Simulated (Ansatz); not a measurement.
The system is Sn2PdAu.

```xyz
4
Lattice="4.1630 0.0000 0.0000 -2.0815 3.6053 0.0000 0.0000 0.0000 5.6983" Properties=species:S:1:pos:R:3 pbc="T T T"
Au    0.0000    0.0000    2.8491
Sn    2.0815    1.2018    4.3565
Sn    0.0000    2.4035    1.3418
Pd    0.0000    0.0000    0.0000
```

The cell comes from a database or a generator and needn't be the stable form of this composition.

| Property | Result |
| --- | --- |
| Program | Ansatz 0.2.0 |
| Task | single point |
| Functional | PBEsol |
| Potentials or basis | all-electron LAPW, scalar-relativistic |
| Cutoff | 267 eV (chosen from the basis error) |
| Basis error allowed | 0.001 eV/atom |
| k mesh | 7 × 7 × 5 |
| Occupations | fermi-dirac, width 0.05 eV |
| Spin | no spin polarisation |

On this cell: pressure -2.3 GPa; largest force 0.020 eV/Å; band gap on the k mesh none (metal or under the smearing width).

The same run follows on a disturbed copy (atoms moved at random, drawn with an rms of 0.05 Å):

```xyz
4
Lattice="4.1630 0.0000 0.0000 -2.0815 3.6053 0.0000 0.0000 0.0000 5.6983" Properties=species:S:1:pos:R:3 pbc="T T T"
Au   -0.0251    0.0036    2.8399
Sn    2.0446    1.2466    4.3560
Sn    0.0066    2.3838    1.3279
Pd    0.0267   -0.0036   -0.0134
```

What does the disturbed cell give?

The energy (extrapolated to zero smearing) moves by +3.2 meV/atom; pressure -2.2 GPa; largest force 0.328 eV/Å; band gap on the k mesh none (metal or under the smearing width).

Forces in eV/Å, atoms in the order of the input:
```
Au  -0.014  0.056 -0.017
Sn   0.200 -0.255 -0.053
Sn  -0.030  0.115  0.011
Pd  -0.156  0.084  0.060
```

Stress tensor (GPa, compression positive):
```
-2.48  0.49 -0.10
 0.49 -0.92  0.16
-0.10  0.16 -3.16
```
